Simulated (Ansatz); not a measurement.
This was printed by a script on Ansatz's Python interface, for a ladder of methods at one geometry of BF2HS, SMILES FB(F)S. What did the script look like? Use (for the species named): CAM-B3LYP, cc-pVDZ basis, multiplicity 1. The script varies functional: cam_b3lyp, lda, r2scan, b3lyp, lc_wpbe.

```yaml
atoms:
  - { symbol: F, position_ang: [0.9350, -1.5542, 0.1270] }
  - { symbol: B, position_ang: [-0.1245, -0.4859, 0.2488] }
  - { symbol: F, position_ang: [-0.9098, -0.3679, 1.4609] }
  - { symbol: S, position_ang: [-0.3690, 0.7208, -1.1725] }
  - { symbol: H, position_ang: [0.5181, 1.6135, -0.7056] }
```

```console
$ python bf2hs_methods.py
functional    E (Ha)        dipole (D)   HOMO (eV)  LUMO (eV)
cam_b3lyp     -623.382472     1.406      -9.311     -0.493
lda           -620.508094     1.351      -6.695     -2.914
r2scan        -623.314806     1.353      -6.981     -2.382
b3lyp         -623.456635     1.381      -7.672     -1.934
lc_wpbe       -623.188609     1.367     -10.805      0.757
```

One script that gives this output:

`bf2hs_methods.py`
```python
"""One geometry of BF2HS, method by method."""

from pathlib import Path

import ansatz as az
import numpy as np

geometry = (
    az.Crystal.molecule()
    .atom("F", [0.935, -1.5542, 0.127])
    .atom("B", [-0.1245, -0.4859, 0.2488])
    .atom("F", [-0.9098, -0.3679, 1.4609])
    .atom("S", [-0.369, 0.7208, -1.1725])
    .atom("H", [0.5181, 1.6135, -0.7056])
)

model = geometry.calculation().basis(gaussian="cc-pVDZ")

print("functional    E (Ha)        dipole (D)   HOMO (eV)  LUMO (eV)")
for name in ["cam_b3lyp", "lda", "r2scan", "b3lyp", "lc_wpbe"]:
    data = model.functional(name).forces().orbitals().run(threads=1, pin="off", runs_dir="runs").report
    lines = Path(data["orbitals_path"]).read_text().splitlines()
    field_of = lambda key: [line.split("=")[1].strip() for line in lines if line.startswith(key)]
    orbitals = [(27.211386 * float(e), s, float(n)) for e, s, n in zip(field_of("Ene="), field_of("Spin="), field_of("Occup="))]
    homo = max(e for e, _, n in orbitals if n > 0.5)
    lumo = min(e for e, _, n in orbitals if n < 0.5)
    dipole = 4.803205 * np.linalg.norm(data["charge_distribution"]["dipole_moment_e_ang"])
    print(f"{name:10s} {data['free_energy_ev'] / 27.211386246:14.6f} {dipole:9.3f} {homo:11.3f} {lumo:10.3f}")
```

Reading the output:
- Total energies depend on the basis set; only differences at equal settings carry meaning.
- The geometry is a force-field or estimated start, not a minimum of this method, and the basis set is short of its limit. A lower total doesn't mark the better method: functionals have no common bound, and MP2 and coupled cluster aren't variational.
- b3lyp holds the VWN-RPA fit, as in Gaussian; the form of ORCA and Turbomole is b3lyp5.
- Levels such as HOMO and LUMO are orbital energies: with these approximate functionals they aren't the ionisation energy and electron affinity, and their gap isn't the fundamental gap.
- For Al to Cl the sets with a tight d function, cc-pV(X+d)Z, are usual.
- The whole script took 12 s on 1 thread of Arm Neoverse V1 (shared host), peak memory 0.19 GiB.
